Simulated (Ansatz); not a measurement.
# C2H3N + CH6Si: molecular dynamics

Aim: follow the two partners and see whether they stay together, part or react. The start is relaxed first. Runs: 600 steps of 1 fs under a Langevin thermostat at 1000 K. SMILES of the start: CC#N.C[SiH3].

All numbers below are computed with Ansatz 0.2.0 (RKS PBE0-D4/STO-3G).

**1. The starting structure**

Bond lengths: C1–C2 1.437 Å, C2–N3 1.143 Å, C1–H4 1.089 Å, C1–H5 1.089 Å, C1–H6 1.090 Å, C7–Si8 1.898 Å, C7–H9 1.087 Å, C7–H10 1.086 Å, C7–H11 1.087 Å, Si8–H12 1.467 Å, Si8–H13 1.466 Å, Si8–H14 1.463 Å. Angles (14 of 19 angles, heavy atoms first): C1–C2–N3 179.8°, C2–C1–H4 109.5°, C2–C1–H5 109.5°, C2–C1–H6 109.5°, C7–Si8–H12 109.4°, C7–Si8–H13 109.4°, C7–Si8–H14 110.0°, Si8–C7–H9 111.3°, Si8–C7–H10 111.0°, Si8–C7–H11 111.8°, H4–C1–H5 109.3°, H4–C1–H6 109.5°, H5–C1–H6 109.6°, H12–Si8–H13 108.6°.

Structure file:

```xyz
14

C     0.0883    0.4991   -2.2942
C    -0.3624   -0.8621   -2.3955
N    -0.7175   -1.9450   -2.4786
H    -0.7712    1.1604   -2.1918
H     0.7297    0.6048   -1.4202
H     0.6464    0.7652   -3.1919
C     0.8093   -0.5707    1.4374
Si   -0.6601    0.4707    2.0352
H     0.4924   -1.3266    0.7238
H     1.2876   -1.0830    2.2672
H     1.5695    0.0421    0.9588
H    -1.4402    0.9222    0.8773
H    -0.1626    1.6487    2.7513
H    -1.5091   -0.3255    2.9210
```

**2. Relaxing the start**

The input, input.yaml:

```yaml
crystal:
  periodic: [false, false, false]
  atoms:
    - { symbol: C, position_ang: [0.0883, 0.4991, -2.2942] }
    - { symbol: C, position_ang: [-0.3624, -0.8621, -2.3955] }
    - { symbol: "N", position_ang: [-0.7175, -1.945, -2.4786] }
    - { symbol: H, position_ang: [-0.7712, 1.1604, -2.1918] }
    - { symbol: H, position_ang: [0.7297, 0.6048, -1.4202] }
    - { symbol: H, position_ang: [0.6464, 0.7652, -3.1919] }
    - { symbol: C, position_ang: [0.8093, -0.5707, 1.4374] }
    - { symbol: Si, position_ang: [-0.6601, 0.4707, 2.0352] }
    - { symbol: H, position_ang: [0.4924, -1.3266, 0.7238] }
    - { symbol: H, position_ang: [1.2876, -1.083, 2.2672] }
    - { symbol: H, position_ang: [1.5695, 0.0421, 0.9588] }
    - { symbol: H, position_ang: [-1.4402, 0.9222, 0.8773] }
    - { symbol: H, position_ang: [-0.1626, 1.6487, 2.7513] }
    - { symbol: H, position_ang: [-1.5091, -0.3255, 2.921] }
basis:
  gaussian: { orbitals: STO-3G }
hamiltonian:
  xc: pbe0
  dispersion: d4
relax:
  f_tol: 0.02
  max_steps: 40
scf:
  lower_state_search: "off"
```

Launch:

```
> ansatz run input.yaml --threads 1 --pin off --max-ram 2048MiB --backend cpu --events-out ev --progress --plain --runs-dir out
```

Further steps of the session: The run.

What does the calculation give? Wanted: relaxation of the start; temperature, first and last step; temperature, second half; potential energy, second half; bonds formed or broken.

**Answer**, as computed:

```
                        quantity                            value
         relaxation of the start         34 moves, 0.292 eV lower
                          length                600 steps of 1 fs
temperature, first and last step                    929 and 589 K
        temperature, second half  mean 1014 K, from 507 to 1734 K
   potential energy, second half     +101 meV/atom from the start
          bonds formed or broken                                0
```

Against a set 1000 K the second half averages 1014 K with a spread of 216 K. No bond forms or breaks. The partners' closest contact goes from 2.41 to 3.83 Å: they drift apart. 600 fs on 14 atoms is far too short and small for converged averages. The nuclei move classically, without zero-point motion, which matters most for hydrogen. The basis is very small, so the numbers are rough.
